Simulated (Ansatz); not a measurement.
# CH₇BOSi₂: basis-set convergence

One table from this session's results is given with a row withheld; the runs are named, their logs left out.

Computed with Ansatz 0.2.0, Gaussian basis. Level: one geometry, several basis sets.

The runs, in order: PBE0-D4/def2-SVP; ωB97M-V/def2-SVP; PBE0-D4/def2-QZVPP; ωB97M-V/def2-QZVPP; the functionals' def2-TZVPP values are taken from earlier runs.

**The relaxed structure**

An earlier PBE0-D4 in a triple-zeta def2 set relaxation fixed the geometry.

SMILES `OB1[SiH2]C1[SiH3]`, 12 atoms, charge 0, spin multiplicity 1.

Atoms are counted from 1 here; the program's logs count them from 0.

Bond lengths: O1–B2 1.340 Å, O1–H6 0.961 Å, B2–Si3 1.948 Å, B2–C4 1.533 Å, Si3–C4 1.919 Å, Si3–H7 1.485 Å, Si3–H8 1.483 Å, C4–Si5 1.861 Å, C4–H9 1.091 Å, Si5–H10 1.488 Å, Si5–H11 1.489 Å, Si5–H12 1.487 Å. Angles: B2–O1–H6 113.2°, O1–B2–Si3 156.1°, O1–B2–C4 136.8°, Si3–B2–C4 65.7°, B2–Si3–C4 46.7°, B2–Si3–H7 120.4°, B2–Si3–H8 127.3°, C4–Si3–H7 116.5°, C4–Si3–H8 114.8°, H7–Si3–H8 111.8°, B2–C4–Si3 67.6°, B2–C4–Si5 114.8°, B2–C4–H9 122.1°, Si3–C4–Si5 110.2°, Si3–C4–H9 125.0°, Si5–C4–H9 110.9°, C4–Si5–H10 111.6°, C4–Si5–H11 109.2° and more.

Set-up of the first run:

in.yaml

```yaml
crystal:
  periodic: [false, false, false]
  atoms:
    - {symbol: O, position_ang: [-1.757354, 1.631335, 0.763043]}
    - {symbol: B, position_ang: [-1.042326, 0.517625, 0.553728]}
    - {symbol: Si, position_ang: [-0.728580, -1.401794, 0.439313]}
    - {symbol: C, position_ang: [0.436581, 0.115028, 0.597933]}
    - {symbol: Si, position_ang: [1.365079, 0.381011, -0.992535]}
    - {symbol: H, position_ang: [-2.705621, 1.489783, 0.698493]}
    - {symbol: H, position_ang: [-0.868180, -2.258767, 1.643481]}
    - {symbol: H, position_ang: [-0.534493, -2.208518, -0.790426]}
    - {symbol: H, position_ang: [1.070692, 0.329750, 1.459578]}
    - {symbol: H, position_ang: [1.861708, 1.778776, -1.110830]}
    - {symbol: H, position_ang: [0.454510, 0.115599, -2.140698]}
    - {symbol: H, position_ang: [2.524883, -0.545027, -1.087178]}
basis:
  gaussian: {orbitals: def2-SVP}
hamiltonian: {xc: pbe0, dispersion: d4}
output: {orbitals: {seedname: orbitals}}
```

Command:

```console
> ansatz run in.yaml --threads 4 --pin off --events-out ev --progress --plain --max-ram 10444MiB
```

Steps of the session up to this table: PBE0-D4 in def2-SVP; ωB97M-V in def2-SVP; PBE0-D4 in def2-QZVPP; ωB97M-V in def2-QZVPP.

One of the session's tables, all rows but one given; the rest of the session is left out.

It belongs to the step «Functionals by basis». 

| functional | basis | HOMO (eV) |
| --- | --- | --- |
| PBE0-D4 | def2-SVP | -6.57 |
| PBE0-D4 | def2-TZVPP | -6.60 |
| PBE0-D4 | def2-QZVPP | -6.61 |
| ωB97M-V | def2-SVP | -8.61 |
| ωB97M-V | def2-TZVPP | -8.68 |
| ωB97M-V | def2-QZVPP | ? |

**Question.** Estimate the row for ωB97M-V, def2-QZVPP.

**Answer.** HOMO (eV): -8.69. In the column «HOMO (eV)» it is the lowest.
